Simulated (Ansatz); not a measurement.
# PBE/6-31G(d) (spherical functions) run of CH3FGeO (SMILES C[O][Ge][F])

What is the vertical singlet–triplet gap of CH3FGeO at PBE/6-31G* (spherical functions)? 

The calculation is run with Ansatz 0.2.0.

125 further runs of the same task are left out: 125 set aside as unsound or not needed.

### Step 1. Starting point

The species is CH3FGeO (7 atoms), meant as a singlet with charge 0. SMILES: `C[O][Ge][F]`. The shape is that of a PBE0-D4/def2-TZVP optimisation. This is one conformer, not always the lowest.

Bond lengths: C1–O2 1.413 Å, O2–Ge3 1.764 Å, Ge3–F4 1.768 Å, C1–H5 1.092 Å, C1–H6 1.093 Å, C1–H7 1.093 Å. Angles: C1–O2–Ge3 128.6°, O2–Ge3–F4 99.1°, O2–C1–H5 112.1°, O2–C1–H6 109.1°, O2–C1–H7 109.0°, H5–C1–H6 109.1°, H5–C1–H7 109.1°, H6–C1–H7 108.4°.

### Step 2. A single-point energy at PBE/6-31G(d) (spherical functions)

run.yaml

```yaml
crystal:
  periodic: [false, false, false]
  atoms:
    - {symbol: C, position_ang: [-0.504800, 0.491500, 0.394900]}
    - {symbol: O, position_ang: [0.412400, 0.624200, -0.671900]}
    - {symbol: Ge, position_ang: [1.441700, -0.610700, -1.398400]}
    - {symbol: F, position_ang: [0.967400, -1.990600, -0.400200]}
    - {symbol: H, position_ang: [-0.548500, -0.532200, 0.773800]}
    - {symbol: H, position_ang: [-0.208000, 1.161100, 1.206600]}
    - {symbol: H, position_ang: [-1.498700, 0.788500, 0.049700]}
basis:
  gaussian: {orbitals: 6-31G_st_-spherical.json}
hamiltonian: {xc: {name: PBE}}
output: {orbitals: {seedname: orbitals}}
accuracy: high
```

The basis set 6-31G* is read from a file made from the Basis Set Exchange's data (not shown).

Run with:

```bash
ansatz run run.yaml --threads 1 --pin off --max-ram 3480MiB --events-out events.jsonl --progress --plain --runs-dir runs
```

Standard output:

```text
Warning: RAYON_NUM_THREADS=1 ignored (pool sized by the plan → 1); use --threads N
Functional definition: PBE
  name "PBE"
  parameter kappa = 0.804
  parameter beta = 0.06672455060314922
  exchange = pbe_x(kappa = kappa, mu = beta*pi^2/3)
  correlation = pbe_c(beta = beta)
1735 factors; integrals over basis functions are off by at most 4.5e-9 eV
mean field evaluation 1: about -62338.8048 eV, gradient 6.4e1 eV
mean field evaluation 2: about -62265.0698 eV, gradient 1.8e2 eV
mean field evaluation 4: about -62346.1641 eV, gradient 1.8e1 eV
mean field evaluation 8: about -62346.7344 eV, gradient 3.0e-1 eV
mean field evaluation 16: about -62346.7273 eV, gradient 6.6e-5 eV
mean field -62346.72729671 eV, -2291.1999680244 hartree, gradient 8.0e-8 eV, S^2 0.000000; 0 other end points of the search recorded, 0 dependent functions left out
reference -62346.72729970 eV, -2291.1999681343 hartree; 29, 29 occupied and 51, 51 virtual orbitals, 1735 factors
Total energy: -62346.72729970 eV, -2291.1999681343 hartree
```

Run time: 6 s. Hardware: 1 thread of Arm Neoverse V2, shared host; peak memory 0.19 GiB.

### Step 3. The triplet

input.yaml

```yaml
crystal:
  periodic: [false, false, false]
  atoms:
    - symbol: C
      position_ang: [-0.504800, 0.491500, 0.394900]
    - symbol: O
      position_ang: [0.412400, 0.624200, -0.671900]
    - symbol: Ge
      position_ang: [1.441700, -0.610700, -1.398400]
    - symbol: F
      position_ang: [0.967400, -1.990600, -0.400200]
    - symbol: H
      position_ang: [-0.548500, -0.532200, 0.773800]
    - symbol: H
      position_ang: [-0.208000, 1.161100, 1.206600]
    - symbol: H
      position_ang: [-1.498700, 0.788500, 0.049700]
basis:
  gaussian: {orbitals: 6-31G_st_-spherical.json}
magnetization: {spin_polarized: true, initial_magnetization: 2}
hamiltonian: {xc: pbe}
accuracy: high
output: {orbitals: {seedname: orbitals}}
```

The basis set 6-31G* is read from a file made from the Basis Set Exchange's data (not shown).

Run with:

```bash
ansatz run input.yaml --threads 1 --pin off --max-ram 3480MiB --events-out events.jsonl --progress --plain --runs-dir runs
```

Standard output (excerpt; [...] marks lines left out):

```text
Warning: RAYON_NUM_THREADS=1 ignored (pool sized by the plan → 1); use --threads N
[... 6 set-up lines as earlier in the session ...]
1736 factors; integrals over basis functions are off by at most 4.5e-9 eV
mean field evaluation 1: about -62335.6105 eV, gradient 4.3e1 eV
mean field evaluation 2: about -62246.9977 eV, gradient 1.3e2 eV
mean field evaluation 4: about -62341.9993 eV, gradient 1.6e1 eV
mean field evaluation 8: about -62342.9675 eV, gradient 2.0e-1 eV
mean field evaluation 16: about -62342.9596 eV, gradient 9.2e-5 eV
mean field evaluation 32: about -62342.8376 eV, gradient 1.3e0 eV
mean field -62342.95956723 eV, -2291.0615065200 hartree, gradient 4.4e-8 eV, S^2 2.002051; 5 other end points of the search recorded, 0 dependent functions left out
reference -62342.95957044 eV, -2291.0615066380 hartree; 30, 28 occupied and 50, 52 virtual orbitals, 1736 factors
Total energy: -62342.95957044 eV, -2291.0615066380 hartree
```

It took 14 s on 1 thread of Arm Neoverse V2, shared host; peak memory 0.24 GiB.

### Step 4. Summary of results

At PBE/6-31G* (spherical functions):

| quantity | value |
| --- | --- |
| singlet: total energy | -2291.19997 Eh |
| singlet: HOMO energy | -6.70 eV |
| singlet: LUMO energy | -2.47 eV |
| singlet: HOMO–LUMO gap | 4.22 eV |
| triplet: total energy | -2291.06151 Eh |
| triplet: HOMO energy (highest over α and β) | -3.13 eV |
| triplet: ⟨S²⟩ | 2.002 |
| vertical energy of the triplet above the singlet | 3.768 eV |

In words: At this shape the triplet lies 3.77 eV (364 kJ/mol) above the singlet.
